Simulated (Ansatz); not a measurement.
# CH₄BFSSi: one species, many methods

The task here is to estimate one member of a computed series from the others.

Program: Ansatz 0.2.0, Gaussian basis. Level of theory: functionals in def2-TZVPP, the program's frozen cores in correlated methods. These are calculated values, not measurements.

Plan: PBE-D4, r2SCAN-D4, PBE0-D4, B3LYP-D4, ωB97X-V, ωB97M-V, B2PLYP; CCSD(T)/def2-TZVPP; MP2/def2-QZVPP; extrapolation to the limit.

**The geometry**

All runs share one geometry, relaxed beforehand with PBE0-D4 in a triple-zeta def2 set.

SMILES `FB1SC1[SiH3]`, 9 atoms, charge 0, spin multiplicity 1.

Atoms are counted from 1 here; the program's logs count them from 0.

Bond lengths: F1–B2 1.305 Å, B2–S3 1.746 Å, B2–C4 1.521 Å, S3–C4 1.921 Å, C4–Si5 1.867 Å, C4–H6 1.090 Å, Si5–H7 1.485 Å, Si5–H8 1.488 Å, Si5–H9 1.486 Å. Angles: F1–B2–S3 143.2°, F1–B2–C4 145.1°, S3–B2–C4 71.7°, B2–S3–C4 48.7°, B2–C4–S3 59.6°, B2–C4–Si5 123.5°, B2–C4–H6 117.7°, S3–C4–Si5 114.2°, S3–C4–H6 111.8°, Si5–C4–H6 115.7°, C4–Si5–H7 108.8°, C4–Si5–H8 109.3°, C4–Si5–H9 110.6°, H7–Si5–H8 109.8°, H7–Si5–H9 109.4°, H8–Si5–H9 109.0°.

As a file:

```xyz
9
CH4BFSSi
F     1.4507   -1.8288   -1.5822
B     1.2828   -0.9922   -0.5946
S     1.7088   -0.6926    1.0722
C     0.6307    0.3117   -0.1609
Si   -1.1650    0.4520    0.3318
H     1.1139    1.2433   -0.4564
H    -1.7009   -0.9102    0.5785
H    -1.9267    1.1009   -0.7697
H    -1.3057    1.2694    1.5643
```

Set-up of the first run:

The input, in.yaml:

```yaml
crystal:
  periodic: [false, false, false]
  atoms:
    - {symbol: F, position_ang: [1.450717, -1.828831, -1.582224]}
    - {symbol: B, position_ang: [1.282798, -0.992176, -0.594594]}
    - {symbol: S, position_ang: [1.708779, -0.692572, 1.072230]}
    - {symbol: C, position_ang: [0.630719, 0.311665, -0.160878]}
    - {symbol: Si, position_ang: [-1.164986, 0.452032, 0.331758]}
    - {symbol: H, position_ang: [1.113900, 1.243325, -0.456352]}
    - {symbol: H, position_ang: [-1.700942, -0.910215, 0.578465]}
    - {symbol: H, position_ang: [-1.926715, 1.100926, -0.769714]}
    - {symbol: H, position_ang: [-1.305671, 1.269448, 1.564309]}
basis:
  gaussian: {orbitals: def2-TZVPP}
hamiltonian: {xc: pbe, dispersion: d4}
output: {forces: true, orbitals: {seedname: orbitals}}
```

On the command line:

```
$ ansatz run in.yaml --threads 4 --pin off --events-out ev --progress --plain --max-ram 10444MiB
```

Among the steps run: PBE-D4 (GGA); r2SCAN-D4 (meta-GGA); PBE0-D4 (hybrid); B3LYP-D4 (hybrid); ωB97X-V (range-separated); ωB97M-V (range-separated); B2PLYP (double hybrid); CCSD(T) in def2-TZVPP; MP2 in def2-QZVPP.

One table of the session follows, with a row left open; its other results are not shown here.

| method | atomisation energy (kcal/mol) |
| --- | --- |
| PBE-D4 | 810.3 |
| r2SCAN-D4 | 800.5 |
| PBE0-D4 | 796.3 |
| B3LYP-D4 | 790.6 |
| ωB97X-V | 796.7 |
| ωB97M-V | 797.0 |
| B2PLYP | 783.4 |
| HF/def2-TZVPP | 586.9 |
| MP2/def2-TZVPP | ? |
| CCSD/def2-TZVPP | 755.5 |
| CCSD(T)/def2-TZVPP | 769.4 |
| MP2/CBS | 810.4 |
| CCSD(T)/CBS | 790.3 |

Estimate the missing values for MP2/def2-TZVPP.

**Answer.** atomisation energy (kcal/mol): 789.4. In the column «atomisation energy (kcal/mol)» it lies between B2PLYP (783.4) and CCSD(T)/CBS (790.3).
